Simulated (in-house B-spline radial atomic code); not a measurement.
# Br²⁺: a test of the number of damped steps

How far can the number of damped steps be changed before the Br²⁺ run goes wrong?

The numbers are computed with in-house B-spline radial atomic code version 1 (scalar-relativistic (spin-free one-electron X2C) SCAN, spin-polarised, spherical fractional occupations, Fermi nucleus, basis-set limit), except any that are marked as measured or tabulated.

### 1 What is computed

```
element       : bromine (Z = 35)
charge        : +2
electrons     : 33
configuration : [Ar] 3d10 4s2 4p3
Hamiltonian   : scalar-relativistic (X2C)
nucleus       : Fermi, rms radius 4.163 fm
```

Outer shells as boxes (Hund's rule):

[Ar] 3d10 4s2 4p3
```
[Ar] core
3d [↑↓][↑↓][↑↓][↑↓][↑↓]
4s [↑↓]
4p [↑ ][↑ ][↑ ]
```

Where spins are not typed, each open shell is filled with up spins first.

A run counts as converged when the orbital gradient is under the tolerance times 35 hartree (or under the basis's noise floor) and the energy moved by less than 1e-8 hartree times the root of its size. Energy differences under 8e-06 hartree are noise.

### 2 Reference run with standard settings

Settings of the run:

```ini
Z = 35
electrons = 33.0
configuration = [Ar] 3d10 4s2 4p3
hamiltonian = x2c
method = scan,scan
spin_polarised = True
nucleus = fermi
rms_radius = 4.1629
mass_number = 79
atomic_mass = 78.918337574
speed_of_light = 137.035999084
knot_spacing = 0.22
spline_order = 8
gauss_points = 12
box_radius = 22.22
max_iterations = 70
damping = 0.5
damped_steps = 3
diis_vectors = 10
tolerance = 1e-08
start = Thomas-Fermi
```

Command:

```console
$ python run_scf.py task.json out
```

task.json lists these runs, among others, and the program works through them in turn.

### 3 Number of damped steps 0

The settings differ from step 2 so:

```diff
@@ -17,3 +17,3 @@
 damping = 0.5
-damped_steps = 3
+damped_steps = 0
 diis_vectors = 10
```

### 4 Number of damped steps 1

The settings differ from step 3 so:

```diff
@@ -17,3 +17,3 @@
 damping = 0.5
-damped_steps = 0
+damped_steps = 1
 diis_vectors = 10
```

### 5 Number of damped steps 8

The settings differ from step 4 so:

```diff
@@ -17,3 +17,3 @@
 damping = 0.5
-damped_steps = 1
+damped_steps = 8
 diis_vectors = 10
```

### 6 Number of damped steps 30

The settings differ from step 5 so:

```diff
@@ -17,3 +17,3 @@
 damping = 0.5
-damped_steps = 8
+damped_steps = 30
 diis_vectors = 10
```

Which of these runs converge to the reference energy, which miss it and by about how much, and which fail?

**Answer**, as computed:

| run | outcome | iterations | energy less the reference (hartree) |
| --- | --- | --- | --- |
| reference | converged | 9 | 0 |
| number of damped steps 0 | converged | 8 | below noise |
| number of damped steps 1 | converged | 8 | below noise |
| number of damped steps 8 | converged | 12 | below noise |
| number of damped steps 30 | converged | 17 | below noise |

**Reading.** Of 4 changed inputs, 4 gave the reference energy within 1e-05 hartree. Among the runs that reach the reference energy the iterations number 8 to 17, against 9: this setting changes the number of steps, not the answer. No value tried here spoils the result.
